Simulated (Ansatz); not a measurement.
**CH3AlBClO: one species, many methods**

Aim: compute CH3AlBClO with functionals from several rungs and with coupled cluster. The yardstick is the atomisation energy at the CCSD(T) limit.

The runs use Ansatz 0.2.0, Gaussian basis; functionals in def2-TZVPP, the program's frozen cores in correlated methods.

Levels to be run: LDA (SPW92), PBE-D4, revPBE-D4, BLYP-D4, r2SCAN-D4, B97M-V, PBE0-D4, B3LYP-D4, r2SCANh-D4, r2SCAN0-D4, HSE06-D4, BHLYP-D4, CAM-B3LYP-D4, LC-ωPBE, ωB97X-V, ωB97M-V, B2PLYP, PBE-QIDH; CCSD(T)/def2-SVP; CCSD(T)/def2-TZVPP; MP2/def2-QZVPP; extrapolation to the limit; RPA on PBE.

### Step 1. The relaxed structure

The geometry comes from an earlier relaxation with PBE0-D4 in a triple-zeta def2 set; it is a stationary point, not always the lowest conformer.

SMILES `[AlH2][C]1(Cl)BO1`, 8 atoms, charge 0, spin multiplicity 1.

Atoms are counted from 1 here; the program's logs count them from 0.

Bond lengths: Al1–C2 1.957 Å, Al1–H6 1.579 Å, Al1–H7 1.583 Å, C2–Cl3 1.780 Å, C2–B4 1.520 Å, C2–O5 1.509 Å, B4–O5 1.326 Å, B4–H8 1.182 Å. Angles: C2–Al1–H6 119.4°, C2–Al1–H7 116.4°, H6–Al1–H7 124.2°, Al1–C2–Cl3 115.7°, Al1–C2–B4 128.7°, Al1–C2–O5 116.6°, Cl3–C2–B4 113.8°, Cl3–C2–O5 111.8°, B4–C2–O5 51.9°, C2–B4–O5 63.6°, C2–B4–H8 157.4°, O5–B4–H8 138.9°, C2–O5–B4 64.5°.

### Step 2. LDA

This LDA is Slater exchange with PW92 correlation.

in.yaml reads:

```yaml
crystal:
  periodic: [false, false, false]
  atoms:
    - {symbol: Al, position_ang: [-0.250247, 1.525539, -0.234202]}
    - {symbol: C, position_ang: [0.284988, -0.266120, 0.342089]}
    - {symbol: Cl, position_ang: [1.108481, -0.357741, 1.917941]}
    - {symbol: B, position_ang: [-0.176394, -1.613472, -0.189556]}
    - {symbol: O, position_ang: [0.954279, -1.137531, -0.692451]}
    - {symbol: H, position_ang: [-0.336292, 2.688230, 0.830349]}
    - {symbol: H, position_ang: [-0.643301, 1.685573, -1.758800]}
    - {symbol: H, position_ang: [-0.849415, -2.581478, -0.271370]}
basis:
  gaussian: {orbitals: def2-TZVPP}
hamiltonian: {xc: lda}
output: {orbitals: {seedname: orbitals}}
```

Run with:

```
$ ansatz run in.yaml --threads 2 --pin off --events-out ev --progress --plain --max-ram 4352MiB
```

After this run come: PBE-D4 (GGA); revPBE-D4 (GGA); BLYP-D4 (GGA); r2SCAN-D4 (meta-GGA); B97M-V (meta-GGA); B3LYP-D4 (hybrid); r2SCANh-D4 (hybrid); r2SCAN0-D4 (hybrid); HSE06-D4 (hybrid); BHLYP-D4 (hybrid); CAM-B3LYP-D4 (range-separated); LC-ωPBE (range-separated); ωB97X-V (range-separated); ωB97M-V (range-separated); B2PLYP (double hybrid); PBE-QIDH (double hybrid); CCSD(T) in def2-SVP; CCSD(T) in def2-TZVPP; MP2 in def2-QZVPP; RPA on PBE orbitals.

Q: Predict the results of all the runs planned. Wanted: atomisation energy, CCSD(T)/CBS; farthest beyond LDA; mean size of error, GGA; mean size of error, meta-GGA; mean size of error, hybrid; mean size of error, range-separated; mean size of error, double hybrid; gap, smallest and largest; T1 diagnostic.

The runs gave:

```
                               quantity                                      value
        atomisation energy, CCSD(T)/CBS                              2705.1 kJ/mol
 functionals within 13.5 kJ/mol (0.5 %)  BLYP-D4, B3LYP-D4, CAM-B3LYP-D4, PBE-QIDH
                    farthest beyond LDA                   BHLYP-D4 (-107.0 kJ/mol)
                mean size of error, GGA                                40.8 kJ/mol
           mean size of error, meta-GGA                                50.3 kJ/mol
             mean size of error, hybrid                                32.3 kJ/mol
    mean size of error, range-separated                                19.7 kJ/mol
      mean size of error, double hybrid                                14.9 kJ/mol
              gap, smallest and largest  3.40 eV (LDA (SPW92)), 10.38 eV (LC-ωPBE)
                          T1 diagnostic                                     0.0152
triples share of the correlation energy                                      4.3 %
```

LDA overbinds by 465.2 kJ/mol (17 %). PBE-D4 is off by +95.7 kJ/mol. Double hybrids carry the basis error of their MP2 part in triple zeta, and no dispersion term here, so their miss is partly the set-up's. Taken by rung, double hybrid functionals do best (14.9 kJ/mol on average) and meta-GGA ones worst beyond LDA (50.3 kJ/mol). The gap between the best rungs is small, so their order is not settled. The reference freezes the cores and leaves out relativity and excitations past (T), so misses under about 13.5 kJ/mol can't be ranked. Hartree-Fock recovers 70 % of the binding; the rest is correlation. CCSD(T) in def2-SVP is off by -149.4 kJ/mol, worse than the median functional, from the basis alone. Orbital gaps span 3.4 to 10.4 eV; exact exchange widens them.
